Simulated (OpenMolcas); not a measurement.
# HF/ANO-R2 (sfX2C) run of GaCl (SMILES [Cl][Ga])

Aim: the vertical ionisation energy of GaCl at HF/ANO-R2 (sfX2C), from 2 runs. 

Program for the calculation: OpenMolcas 26.06.

## Step 1: The system as given

The species is GaCl (2 atoms), meant as a singlet with charge 0. As SMILES, `[Cl][Ga]`. Geometry: a GFN2-xTB relaxation, a rough one for these elements and not checked as a minimum.

Bond lengths: Cl1–Ga2 2.169 Å.

## Step 2: A single-point energy at HF/ANO-R2 (sfX2C)

Contents of mol.xyz:

```xyz
2

Cl     0.000000     0.000000     0.000000
Ga     0.000000     0.000000     2.168600
```

Contents of job.input:

```
&GATEWAY
Coord=mol.xyz
Basis=ANO-R2
Group=NoSym
&SEWARD
&SCF
PrOrbitals=0
```

On the command line:

```bash
$ export MOLCAS_MEM=1860
$ pymolcas job.input > job.log
```

The log of the run:

```text
--- Start Module: gateway ---
[...]
--- Stop Module: gateway /rc=_RC_ALL_IS_WELL_ ---
--- Start Module: seward ---
[...]
      Basis functions          110
--- Stop Module: seward /rc=_RC_ALL_IS_WELL_ ---
[...]
--- Start Module: scf ---
[...]
       Convergence after  10 Iterations
[...]
::    Total SCF energy                              -2403.2586448595
[...]
      Total spin, S                                     0.0000000000
[...]
      Total electronic charge=   48.000000
      Total            charge=   -0.000000
[...]
      Dipole Moment (debye):
      Origin of the operator (angstrom)=    0.0000    0.0000    1.4387
                   X=  1.2675E-13               Y=  2.1197E-14               Z=  2.1344E+00           Total=  2.1344E+00
      Quadrupole Moment (debye*angstrom):
[...]
--- Stop Module: scf /rc=_RC_ALL_IS_WELL_ ---
[...]
```

Run time: 21 s. Hardware: 1 thread of AMD EPYC 7R13 (Zen 3), shared host; peak memory 0.67 GiB.

## Step 3: The doublet cation at the same level

mol.xyz is that of step 2.

Contents of job.input:

```
* ClGa Hartree-Fock

&GATEWAY
  Coord = mol.xyz
  Basis = ANO-R2
  Group = NoSym

&SEWARD

&SCF
  UHF
  Charge = 1
  Spin = 2
  PrOrbitals = 0
```

On the command line:

```bash
$ export MOLCAS_MEM=1860
$ pymolcas job.input > job.log
```

The log of the run:

```text
--- Start Module: gateway ---
[...]
--- Stop Module: gateway /rc=_RC_ALL_IS_WELL_ ---
--- Start Module: seward ---
[...]
      Basis functions          110
--- Stop Module: seward /rc=_RC_ALL_IS_WELL_ ---
[...]
--- Start Module: scf ---
[...]
       Convergence after  18 Iterations
[...]
::    Total SCF energy                              -2402.9335605279
[...]
      Total spin, S                                     0.5144402224
[...]
      Total electronic charge=   47.000000
      Total            charge=    1.000000
[...]
      Dipole Moment (debye):
      Origin of the operator (angstrom)=    0.0000    0.0000    1.4387
                   X= -2.1734E-14               Y=  9.4569E-15               Z=  3.7989E+00           Total=  3.7989E+00
      Center of Charge (angstrom)
[...]
--- Stop Module: scf /rc=_RC_ALL_IS_WELL_ ---
[...]
```

It took 24 s on 1 thread of AMD EPYC 7R13 (Zen 3), shared host; peak memory 0.67 GiB.

## Step 4: Summary of results

Level: HF/ANO-R2 (sfX2C).

| quantity | value |
| --- | --- |
| singlet GaCl: total energy | -2403.25864 Eh |
| singlet GaCl: dipole moment | 2.13 D |
| singlet GaCl: HOMO energy | -9.57 eV |
| singlet GaCl: LUMO energy | 1.01 eV |
| singlet GaCl: HOMO–LUMO gap | 10.58 eV |
| doublet cation: total energy | -2402.93356 Eh |
| doublet cation: HOMO energy (highest over α and β) | -18.25 eV |
| doublet cation: LUMO energy (lowest over α and β) | -8.17 eV |
| doublet cation: ⟨S²⟩ | 0.779 |
| vertical ionisation energy (to the doublet cation) | 8.846 eV |

The vertical ionisation energy comes to 8.85 eV (854 kJ/mol). −ε(HOMO) before ionisation, 9.57 eV, is 0.72 eV above this ionisation energy.
